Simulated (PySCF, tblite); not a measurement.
# C₇H₁₀O: geometry, infrared bands and NMR shifts

Aim: predict the infrared bands and NMR shifts of C₇H₁₀O (`C=C(C)C1=CCOC1`).

The runs use tblite 0.8.0 and PySCF 2.14.0, with density-fitted response routines of our own; the level of theory stands in each step. All values are computed, except where a source is named. Atoms are numbered from 0 throughout.

### Step 1. Starting geometry

18 atoms, charge 0, multiplicity 1; geometry from: force field or distance geometry start.

Bonds of the start (Å): C0–C1 1.34, C1–C2 1.50, C1–C3 1.46, C3–C4 1.35, C4–C5 1.47, C5–O6 1.44, O6–C7 1.43, C7–C3 1.50, C0–H8 1.08, C0–H9 1.09, C2–H10 1.11, C2–H11 1.09, C2–H12 1.10, C4–H13 1.07, C5–H14 1.09, C5–H15 1.10, C7–H16 1.10, C7–H17 1.09.

### Step 2. Geometry optimisation with GFN2-xTB

The job: settings as JSON, then the geometry in Å.

```
{"job": {"kind": "relax", "xc": "GFN2-xTB", "basis": "xTB"}, "charge": 0, "multiplicity": 1}
C     -0.636700    -0.470600    -2.193300
C     -0.810600     0.020400    -0.958300
C     -2.099800     0.666100    -0.559500
C      0.239100    -0.058300     0.048100
C      0.190200     0.376100     1.322800
C      1.460300     0.101300     2.013900
O      2.308500    -0.555000     1.058700
C      1.587700    -0.678400    -0.170600
H      0.273000    -0.950900    -2.526200
H     -1.444100    -0.398000    -2.925600
H     -2.828900     0.676800    -1.393200
H     -1.950800     1.708100    -0.262900
H     -2.586500     0.134500     0.277300
H     -0.637000     0.872000     1.788500
H      1.316900    -0.549300     2.878500
H      1.953000     1.024200     2.356000
H      1.511200    -1.743900    -0.417700
H      2.145600    -0.168800    -0.954600
```

Started as:

```
OMP_NUM_THREADS=1 python probes_run.py task.json out
```

This one command runs all jobs of the session in turn.

**Question.** This job is followed by: GFN2-xTB harmonic vibrations, gas phase; GIAO PBE0/pcSseg-1 NMR shielding, non-relativistic, gas phase. What will the session give for the following? strongest single infrared mode (GFN2-xTB); zero-point energy (GFN2-xTB); 13C shifts against TMS (PBE0/pcSseg-1); 1H shifts against TMS (PBE0/pcSseg-1, means over atoms taken as alike); 17O shifts against H2O (PBE0/pcSseg-1).

As calculated:

| quantity | value |
| --- | --- |
| strongest single infrared mode (GFN2-xTB) | 2878 cm⁻¹, 78 km/mol |
| zero-point energy (GFN2-xTB) | 93.8 kcal/mol |
| 13C shifts against TMS (PBE0/pcSseg-1) | 147.2, 144.0, 131.5, 120.1, 83.2, 81.0, 24.0 ppm |
| 1H shifts against TMS (PBE0/pcSseg-1, means over atoms taken as alike) | 5.92, 5.33, 5.20, 5.16, 4.92, 2.10 ppm |
| 17O shifts against H2O (PBE0/pcSseg-1) | 24.8 ppm |

**Reading.** Relaxing lowered the energy by 0.055 eV in 23 steps; the close pair that moved most is C2–H10, from 1.108 to 1.086 Å. All 48 modes are real, so the xTB geometry is a minimum. The strongest single mode, at 2878 cm⁻¹, moves mainly H15 and H14. Unscaled tight-binding wavenumbers are off by several per cent, some by more. Its intensities can rank the bands wrongly. H13 (hydrogen on an alkene CH) lies farthest downfield among hydrogen, at 5.92 ppm; attached to an sp2 carbon and in the plane of the double bond. At PBE0/pcSseg-1: The largest span, 239 ppm, is at C1, where the paramagnetic term is -217 ppm.
